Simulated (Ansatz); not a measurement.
F₃Sb, SMILES [F][Sb]([F])[F], a ladder of methods at one geometry

Run with the Python package of Ansatz (0.2.0).

Script `f3sb_methods.py`:
```python
# -*- coding: utf-8 -*-
import ansatz as az
from ase import Atoms

atoms = Atoms(["F", "Sb", "F", "F"], positions=[
    [-1.5427, -0.4126, 0.4243],
    [0.1371, 0.6155, 0.5378],
    [1.1469, -1.0846, 0.4677],
    [0.3142, 0.8214, -1.4502],
])
geometry = az.Crystal.molecule_from_ase(atoms)

setup = geometry.calculation().basis(gaussian="def2-SVP")

methods = ["mp2", "ccsd", "ccsd_t"]
batch = az.Session.batch([setup.correlation(m).input() for m in methods])
reports = sorted(batch.plan().execute().molecular_reports, key=lambda each: each["member"])
print(f"Hartree-Fock reference {reports[0]['reference_energy_ev'] / 27.211386246:.6f} Ha")
best = reports[-1]["free_energy_ev"] - reports[-1]["reference_energy_ev"]
for method, each in zip(methods, reports):
    gained = each["free_energy_ev"] - each["reference_energy_ev"]
    print(f"{method:8s} total {each['free_energy_ev'] / 27.211386246:.6f} Ha  correlation {gained:9.4f} eV  ({100 * gained / best:.1f} % of the last)")
```

Running `python f3sb_methods.py` prints:
```text
Hartree-Fock reference -537.375757 Ha
mp2      total -538.057731 Ha  correlation  -18.5575 eV  (97.1 % of the last)
ccsd     total -538.063865 Ha  correlation  -18.7244 eV  (98.0 % of the last)
ccsd_t   total -538.077824 Ha  correlation  -19.1042 eV  (100.0 % of the last)
```

The settings weren't tested for convergence. The geometry is a force-field or estimated start, not a minimum of this method, and the basis set is short of its limit. A lower total doesn't mark the better method: functionals have no common bound, and MP2 and coupled cluster aren't variational. def2 sets replace the cores of elements past krypton by effective core potentials. Inner cores stay frozen; a filled d shell under the valence of the heavier atoms is correlated with it.
